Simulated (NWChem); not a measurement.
# One shape, several levels: CH2AlNS (AlH2(NCS))

We compute a comparison of 5 runs (HF/STO-3G, HF/3-21G, B3LYP/6-31G*, PBE0/6-31G**) of CH2AlNS (AlH2(NCS)). 

The calculation is run with NWChem 7.3.0.

## Step 1: The molecule

CH2AlNS: 6 atoms, total charge 0, spin state singlet. As SMILES, `[H][Al]([H])[N]=C=S`. Geometry: a GFN2-xTB relaxation, a rough one for these elements and not checked as a minimum.

Bond lengths: Al1–N4 1.790 Å, N4–C5 1.205 Å, C5–S6 1.548 Å, Al1–H2 1.535 Å, Al1–H3 1.534 Å. Angles: Al1–N4–C5 178.6°, N4–C5–S6 180.0°, H2–Al1–N4 119.5°, H3–Al1–N4 119.6°, H2–Al1–H3 120.9°.

## Step 2: Energy and forces at HF/STO-3G (run 1)

work.nw

```
start work
title "CH2AlNS gradient"
memory total 2200 mb
charge 0
geometry units au noautosym nocenter noautoz
  Al  1.23053296  2.13153548 -0.00842818
  H   4.12850356  2.09430787  0.09138716
  H  -0.22765531  4.63729342 -0.06154838
  N  -0.47108983 -0.79168186 -0.04057242
  C  -1.60328144 -2.76621890 -0.01011003
  S  -3.05699105 -5.30523602  0.02927186
end
basis spherical bse
  * library STO-3G
end
scf
  singlet
  rhf
  thresh 1e-08
  maxiter 80
  noprint "final vectors analysis"
end
task scf gradient
```

Launch:

```console
$ nwchem work.nw > work.out
```

What it wrote:

```text
[...]
  functions       =    30
[...]
  wavefunction    = RHF
[...]
         Total SCF energy =   -724.511549088755
      One-electron energy =  -1315.276689746442
      Two-electron energy =    436.623119132428
 Nuclear repulsion energy =    154.142021525258
        Time for solution =      1.9s
[...]
                         RHF ENERGY GRADIENTS
    atom               coordinates                        gradient
                 x          y          z           x          y          z
   1 Al      1.230533   2.131535  -0.008428   -0.005108  -0.008554  -0.000764
   2 H       4.128504   2.094308   0.091387    0.030400   0.004796   0.001212
   3 H      -0.227655   4.637293  -0.061548   -0.010719   0.028846  -0.000232
   4 N      -0.471090  -0.791682  -0.040572    0.007929   0.014027  -0.000814
   5 C      -1.603281  -2.766219  -0.010110   -0.032648  -0.056678   0.000765
   6 S      -3.056991  -5.305236   0.029272    0.010146   0.017564  -0.000168
[...]
```

It took 3.6 s on 1 thread of Intel Xeon Platinum 8259CL at 2.50GHz (Skylake/Cascade Lake), shared host; peak memory 0.099 GiB.

## Step 3: Energy and gradient at HF/3-21G (run 2)

calc.nw

```
start calc
title "AlH2(NCS)"
memory 2200 mb
charge 0

geometry units angstrom noautosym nocenter noautoz
  Al       0.651170       1.127960      -0.004460
  H        2.184710       1.108260       0.048360
  H       -0.120470       2.453950      -0.032570
  N       -0.249290      -0.418940      -0.021470
  C       -0.848420      -1.463820      -0.005350
  S       -1.617690      -2.807410       0.015490
end

basis spherical bse
  * library 3-21G
end

scf
  thresh 1e-08
  maxiter 80
  noprint "final vectors analysis"
end

task scf gradient
```

Launch:

```console
$ nwchem calc.nw > calc.out
```

What it wrote:

```text
[...]
  functions       =    48
[...]
  wavefunction    = RHF
[...]
         Total SCF energy =   -729.144494326681
      One-electron energy =  -1314.582592535362
      Two-electron energy =    431.296065628483
 Nuclear repulsion energy =    154.142032580197
        Time for solution =      2.9s
[...]
                         RHF ENERGY GRADIENTS
    atom               coordinates                        gradient
                 x          y          z           x          y          z
   1 Al      1.230533   2.131535  -0.008428    0.004604   0.007878   0.000118
   2 H       4.128503   2.094308   0.091387   -0.017078   0.003408  -0.000456
   3 H      -0.227655   4.637293  -0.061548    0.011420  -0.013185   0.000544
   4 N      -0.471090  -0.791682  -0.040572    0.034378   0.060122  -0.001574
   5 C      -1.603281  -2.766219  -0.010110   -0.073219  -0.127782   0.002416
   6 S      -3.056991  -5.305236   0.029272    0.039896   0.069560  -0.001048
[...]
```

It took 4.8 s on 1 thread of Intel Xeon Platinum 8259CL at 2.50GHz (Skylake/Cascade Lake), shared host; peak memory 0.099 GiB.

Runs 3 to 4 aren't shown in full; the table further down has their settings and results.

## Step 4: Energy and forces at PBE0/6-31G(d,p) (spherical functions) (run 5)

sp.nw

```
start sp
title "CH2AlNS"
memory 2200 mb

geometry noautosym nocenter noautoz
  Al       0.651170       1.127960      -0.004460
  H        2.184710       1.108260       0.048360
  H       -0.120470       2.453950      -0.032570
  N       -0.249290      -0.418940      -0.021470
  C       -0.848420      -1.463820      -0.005350
  S       -1.617690      -2.807410       0.015490
end

basis spherical bse
  * library 6-31G**
end

dft
  xc pbe0
  grid xfine
  convergence energy 1e-08
  maxiter 100
  mulliken
end

task dft gradient
```

Launch:

```console
$ nwchem sp.nw > sp.out
```

What it wrote:

```text
[...]
          Wavefunction type:  closed shell.
          No. of atoms     :     6
          No. of electrons :    44
[...]
          Charge           :     0
          Spin multiplicity:     1
[...]
          AO basis - number of functions:    74
[...]
              XC Information
              --------------
                         PBE0 Method XC Functional
                     Hartree-Fock (Exact) Exchange  0.250
          PerdewBurkeErnzerhof Exchange Functional  0.750
            Perdew 1991 LDA Correlation Functional  1.000 local
           PerdewBurkeErnz. Correlation Functional  1.000 non-local
[...]
 d= 0,ls=0.0,diis     1   -734.2324219975 -8.88D+02  1.29D-02  5.52D-01     3.2
[...]
 d= 0,ls=0.0,diis    11   -734.3017992665 -1.36D-10  4.20D-07  1.03D-09    26.9
         Total DFT energy =     -734.301799266545
      One electron energy =    -1319.975832436218
           Coulomb energy =      488.610555507585
    Exchange-Corr. energy =      -57.078554918109
 Nuclear repulsion energy =      154.142032580197
[...]
  wavefunction    = closed shell
                         DFT ENERGY GRADIENTS
    atom               coordinates                        gradient
                 x          y          z           x          y          z
   1 Al      1.230533   2.131535  -0.008428    0.003563   0.006225  -0.000132
   2 H       4.128503   2.094308   0.091387   -0.014096   0.003371  -0.000348
   3 H      -0.227655   4.637293  -0.061548    0.009926  -0.010608   0.000496
   4 N      -0.471090  -0.791682  -0.040572    0.006007   0.010353  -0.000265
   5 C      -1.603281  -2.766219  -0.010110   -0.019879  -0.034502   0.000551
   6 S      -3.056991  -5.305236   0.029272    0.014479   0.025160  -0.000302
[...]
```

It took 38 s on 1 thread of Intel Xeon Platinum 8259CL at 2.50GHz (Skylake/Cascade Lake), shared host; peak memory 0.13 GiB.

## Step 5: Overview of the runs

| run | level | Cartesian functions | iteration cap | energy (Eh) | dipole moment (D) | largest force (eV/Å) | wall time |
| --- | --- | --- | --- | --- | --- | --- | --- |
| 1 | HF/STO-3G | no | 80 | -724.511549 | 3.43 | 3.364 | 3.6 s |
| 2 | HF/3-21G | no | 80 | -729.144494 | 3.17 | 7.574 | 4.8 s |
| 3 | B3LYP/6-31G* (Cartesian functions) | yes | 100 | -734.712254 | – | 2.081 | 38 s |
| 4 | B3LYP/6-31G* (spherical functions) | no | 100 | -734.706010 | 1.93 | 2.048 | 36 s |
| 5 | PBE0/6-31G** (spherical functions) | no | 100 | -734.301799 | 2.03 | 2.048 | 38 s |

## Step 6: Results

```
                       quantity          value
            run 5: total energy  -734.30180 Eh
           run 5: dipole moment         2.03 D
             run 5: HOMO energy       -7.35 eV
             run 5: LUMO energy       -1.96 eV
           run 5: HOMO–LUMO gap        5.39 eV
run 5: largest force on an atom     2.048 eV/Å
```

What this shows: Over runs 1, 2, 4, 5 the dipole moment (its size) runs from 1.93 D (B3LYP/6-31G*) to 3.43 D (HF/STO-3G). The two ends differ in method and basis. Totals of different functionals can't be ranked against each other. In run 1 the basis is minimal, so the values are rough. All runs together took 2 min, the longest 38 s.
